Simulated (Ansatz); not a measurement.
# Ru (hcp type): the cost of one run

Program: Ansatz 0.2.0. Level of theory: DFT LDA, with the methods named in each step. These are calculated values, not measurements.

### Step 1. The system as given

Symmetry: P6_3/mmc, No. 194, hexagonal system. The conventional cell has a = 2.675 Å, b = 2.675 Å, c = 4.224 Å, α = 90.00°, β = 90.00°, γ = 120.00°. Ru (site symmetry -6m2) has 12 Ru at 2.62 to 2.68 Å as nearest neighbours.

Coordinates:

```cif
data_structure
_symmetry_space_group_name_H-M 'P6_3/mmc'
_symmetry_Int_Tables_number 194
_cell_length_a 2.6752
_cell_length_b 2.6752
_cell_length_c 4.2244
_cell_angle_alpha 90.000
_cell_angle_beta 90.000
_cell_angle_gamma 120.000
_cell_volume 26.18
loop_
_atom_site_label
_atom_site_type_symbol
_atom_site_symmetry_multiplicity
_atom_site_Wyckoff_symbol
_atom_site_fract_x
_atom_site_fract_y
_atom_site_fract_z
_atom_site_occupancy
Ru1 Ru 2 d 0.33333 0.66667 0.75000 1
```

The file gives the conventional cell by its symmetry; the runs use the cell typed in the input.

Atoms are numbered in the order of the input: Ru1, Ru2, Ru3, Ru4.

### Step 2. Bulk in the slab's orientation, LAPW

Contents of input.yaml:

```yaml
crystal:
  lattice:
    - [-1.3376082022, 2.3168053669, 0.0]
    - [0.0, 0.0, 4.2244496844]
    - [4.0128246067, 2.3168053669, 0.0]
  atoms:
    - { symbol: Ru, position: [0.5, 0.25, 0.166666667] }
    - { symbol: Ru, position: [0.0, 0.25, 0.666666667] }
    - { symbol: Ru, position: [0.0, 0.75, 0.333333333] }
    - { symbol: Ru, position: [0.5, 0.75, 0.833333333] }
kpoints:
  mp_grid: { grid: [14, 9, 8] }
scf:
  occupations: { method: fermi_dirac, width: 0.1 }
hamiltonian:
  xc: lda
  pseudopotentials: { kind: all_electron, lapw: { basis_error: 0.001 } }
output:
  forces: true
  stress: true
  eigenvalues: true
```

Command:

```console
> ansatz run input.yaml --threads 2 --pin off --max-ram 4096MiB --backend cpu --events-out ev --progress --plain --runs-dir out
```

Q: Estimate wall time and peak memory on 2 threads of Intel Xeon Platinum 8488C (Sapphire Rapids), shared host.

About 1.7 min, with a peak of 1.9 GiB.
